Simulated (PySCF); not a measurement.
**C4H3BrP2: electronic excitations**

What electronic excitations should C4H3BrP2 (`Brc1ccpcp1`) show?

Programs: PySCF 2.14.0, with density-fitted response routines of our own. Each step states its level of theory. These are calculated values for one molecule in the gas phase, unless marked as measured. Atoms are numbered from 0 throughout.

**1. The molecule as given**

10 atoms, charge 0, multiplicity 1; geometry from: GFN2-xTB.

Bonds of the start (Å): Br0–C1 1.92, C1–C2 1.38, C2–C3 1.38, C3–P4 1.74, P4–C5 1.73, C5–P6 1.73, P6–C1 1.74, C2–H7 1.08, C3–H8 1.08, C5–H9 1.09.

**2. Excited states and response: PBE0/def2-SVPD**

What the job is given:

```
{"job": {"kind": "uv", "xc": "PBE0", "basis": "def2-SVPD", "nstates": 8, "ntriplets": 3}, "charge": 0, "multiplicity": 1}
Br    -2.287869    -2.189930     0.381296
C     -0.796842    -0.976199     0.298184
C     -1.086290     0.373852     0.350369
C     -0.158768     1.394095     0.304062
P      1.568848     1.276894     0.172204
C      1.827415    -0.432515     0.114786
P      0.746024    -1.777793     0.164722
H     -2.130842     0.651604     0.434397
H     -0.544691     2.405281     0.356103
H      2.871896    -0.720635     0.030113
```

Method: TDDFT PBE0/def2-SVPD, vertical, gas phase, core orbitals frozen in the response.

The run is started by

```bash
OMP_NUM_THREADS=1 python probes_run.py task.json out
```

The driver reads the jobs from task.json and runs them one after another.

What will the session give for the following? lowest singlet (PBE0/def2-SVPD); brightest single state of those computed; lowest triplet. Wanted: lowest singlet; brightest single state of those computed; lowest triplet.

As calculated:

| quantity | value |
| --- | --- |
| lowest singlet (PBE0/def2-SVPD) | 3.99 eV (311 nm), f = 0.018 |
| brightest single state of those computed | state 4, 4.33 eV, f = 0.155 |
| lowest triplet | 2.71 eV |

In words: The lowest singlet, at 3.99 eV, is HOMO→LUMO+1 0.47, HOMO→LUMO 0.33 and is weak; of the 8 states computed, the strongest absorption comes from state 4 at 4.33 eV. The lowest triplet lies 1.28 eV below the lowest singlet (triplets in Tamm-Dancoff, singlets in full TDDFT).
